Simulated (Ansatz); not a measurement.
**WO3 (tungsten trioxide): BHLYP/def2-SVPD (core potential)**

Aim: the energy change on altering one bond length of WO3 (tungsten trioxide) at BHLYP/def2-SVPD (core potential), from 2 runs. 

The calculation is run with Ansatz 0.2.0.

### Step 1. The structure to begin with

WO3: 4 atoms, total charge 0, spin state singlet. As SMILES, `[O]=[W](=[O])=[O]`. The shape is that of a PBE0-D4/def2-TZVP optimisation.

Bond lengths: O1–W2 1.716 Å, W2–O3 1.716 Å, W2–O4 1.716 Å. Angles: O1–W2–O3 107.5°, O1–W2–O4 107.5°, O3–W2–O4 107.5°.

### Step 2. A single-point energy at BHLYP/def2-SVPD (core potential)

Input file molecule.yaml:

```yaml
crystal:
  periodic: [false, false, false]
  atoms:
    - {symbol: O, position_ang: [-0.237500, 0.265200, 1.555000]}
    - {symbol: W, position_ang: [-0.366400, -0.283700, -0.065200]}
    - {symbol: O, position_ang: [1.071700, -1.143300, -0.433900]}
    - {symbol: O, position_ang: [-0.412200, 1.101500, -1.076300]}
basis:
  gaussian:
    orbitals: def2-SVPD
hamiltonian:
  xc: {name: BHLYP}
accuracy: high
output:
  orbitals: {seedname: orbitals}
```

Launch:

```sh
ansatz run molecule.yaml --threads 1 --pin off --max-ram 3480MiB --events-out events.jsonl --progress --plain --runs-dir runs
```

The log of the run:

```text
Warning: RAYON_NUM_THREADS=1 ignored (pool sized by the plan → 1); use --threads N
Functional definition: BHLYP
  name "BHLYP"
  parameter a = 0.5
  exchange = (1 - a)*b88_x + a*exact_x
  correlation = lyp_c
2057 factors; integrals over basis functions are off by at most 2.8e-9 eV
mean field evaluation 1: about -7933.3454 eV, gradient 1.1e2 eV
mean field evaluation 2: about -7754.3936 eV, gradient 3.1e2 eV
mean field evaluation 4: about -7955.7488 eV, gradient 5.4e0 eV
mean field evaluation 8: about -7956.1064 eV, gradient 1.5e0 eV
mean field evaluation 16: about -7956.1117 eV, gradient 1.4e-3 eV
mean field -7956.11170650 eV, -292.3817123678 hartree, gradient 2.8e-8 eV, S^2 0.000000; 0 other end points of the search recorded, 0 dependent functions left out
reference -7956.11172972 eV, -292.3817132210 hartree; 19, 19 occupied and 85, 85 virtual orbitals, 2057 factors
Total energy: -7956.11172972 eV, -292.3817132210 hartree
```

Wall time 12 s (1 thread of Arm Neoverse V1, shared host); peak memory 0.34 GiB.

### Step 3. The distorted shape at the same level

Input file job.yaml:

```yaml
crystal:
  periodic: [false, false, false]
  atoms:
    - {symbol: O, position_ang: [-0.668958, 0.523097, 1.665617]}
    - {symbol: W, position_ang: [-0.797858, -0.025803, 0.045417]}
    - {symbol: O, position_ang: [1.071700, -1.143300, -0.433900]}
    - {symbol: O, position_ang: [-0.843658, 1.359397, -0.965683]}
basis:
  gaussian:
    orbitals: def2-SVPD
hamiltonian:
  xc: {name: BHLYP}
accuracy: high
output:
  orbitals: {seedname: orbitals}
```

Launch:

```sh
ansatz run job.yaml --threads 1 --pin off --max-ram 3480MiB --events-out events.jsonl --progress --plain --runs-dir runs
```

The log of the run:

```text
Warning: RAYON_NUM_THREADS=1 ignored (pool sized by the plan → 1); use --threads N
Functional definition: BHLYP
  name "BHLYP"
  parameter a = 0.5
  exchange = (1 - a)*b88_x + a*exact_x
  correlation = lyp_c
2063 factors; integrals over basis functions are off by at most 3.0e-9 eV
mean field evaluation 1: about -7921.4486 eV, gradient 1.2e2 eV
mean field evaluation 2: about -7611.3973 eV, gradient 3.3e2 eV
mean field evaluation 4: about -7866.0516 eV, gradient 1.7e2 eV
mean field evaluation 8: about -7952.4465 eV, gradient 6.0e0 eV
mean field evaluation 16: about -7952.7903 eV, gradient 4.9e-2 eV
mean field evaluation 32: about -7952.7903 eV, gradient 7.3e-6 eV
mean field -7952.79033793 eV, -292.2596543241 hartree, gradient 2.6e-8 eV, S^2 0.000000; 0 other end points of the search recorded, 0 dependent functions left out
reference -7952.79036127 eV, -292.2596551818 hartree; 19, 19 occupied and 85, 85 virtual orbitals, 2063 factors
Total energy: -7952.79036127 eV, -292.2596551818 hartree
```

It took 14 s on 1 thread of Arm Neoverse V1, shared host; peak memory 0.35 GiB.

### Step 4. Results

At BHLYP/def2-SVPD (core potential):

```
                                                         quantity          value
                                        first shape: total energy  -292.38171 Eh
                                         first shape: HOMO energy      -10.64 eV
                                         first shape: LUMO energy       -4.38 eV
                                       first shape: HOMO–LUMO gap        6.27 eV
                                    distorted shape: total energy  -292.25966 Eh
                                     distorted shape: HOMO energy       -9.27 eV
                                     distorted shape: LUMO energy       -4.88 eV
                                   distorted shape: HOMO–LUMO gap        4.40 eV
energy change with the W2–O3 bond stretched from 1.716 to 2.230 Å       3.321 eV
```

In words: With the W2–O3 bond stretched from 1.716 to 2.230 Å the energy rises by 3.32 eV (77 kcal/mol). The first shape isn't relaxed at this level, so the change isn't measured from a minimum.
